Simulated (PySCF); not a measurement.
# A diatomic session: Ca2

The task here is to estimate one member of a computed series from the others.

Program: PySCF 2.14.0. Level of theory: Ca def2-SVP, no relativity. These are calculated values, not measurements.

The first run:

Settings of the job:

```
atoms                         : Ca, Ca
charge                        : 0
basis                         : Ca def2-SVP
Hamiltonian                   : no relativity
basis functions               : 48
electrons treated             : 40
masses in u                   : 39.9626, 39.9626
levels                        : PBE0, PBE, r²SCAN, LDA, PW91, B97-3, HF, MP2, SCS-MP2, CCSD, CCSD(T)
grid                          : 80 radial by 434 angular points
occupations                   : held fixed by the projection of orbital angular momentum
dissociation limit            : Ca + Ca, each in its ground configuration
starting distance in angstrom : 3.180
values of 2S to try           : 0, 2
```

Steps of the session up to this table: Set-up; The PBE0 curve of the state that the search chose; Excited determinants; PBE (GGA); r²SCAN; LDA (local density); PW91 (GGA); B97-3 (global hybrid GGA); RHF (mean field); Adding correlation.

One of the session's tables, all rows but one given; the rest of the session is left out.

It belongs to the step «The curves together». Energy (eV) from each level's lowest point:

```
R (Å)    RHF  RHF-MP2  RHF-SCS-MP2  RHF-CCSD  RHF-CCSD(T)
3.652  0.395    0.211        0.233       n/a          n/a
3.822  0.262    0.111        0.129     0.123        0.104
3.992      ?        ?            ?         ?            ?
4.120  0.123    0.023        0.034     0.031        0.020
4.247  0.088    0.008        0.015     0.013        0.006
4.374  0.062    0.001        0.005     0.004        0.000
4.544  0.038    0.000        0.000     0.000        0.001
4.757  0.019    0.008        0.003     0.004        0.010
5.011  0.007    0.024        0.014     0.016        0.027
5.351  0.000    0.046        0.031       n/a          n/a
```

**Question.** Estimate the row for R (Å) = 3.992.

Worked estimate for «RHF». A straight line through the neighbours (3.822, 0.262) and (4.120, 0.123) gives 0.262 + (0.123 − 0.262) × (3.992 − 3.822) / (4.120 − 3.822) = 0.183; a parabola fitted to 4 rows on both sides gives 0.169.

As computed: RHF: 0.172; RHF-MP2: 0.051; RHF-SCS-MP2: 0.064; RHF-CCSD: 0.060; RHF-CCSD(T): 0.046. In «RHF» the line misses by +0.011 and the parabola by -0.003.

State 4 has its PBE0 minimum 1.03 eV higher. The other levels ran on the lowest alone.

To keep in mind: The bond is weak, and basis-set superposition, which was not computed, may be a sizeable part of it.
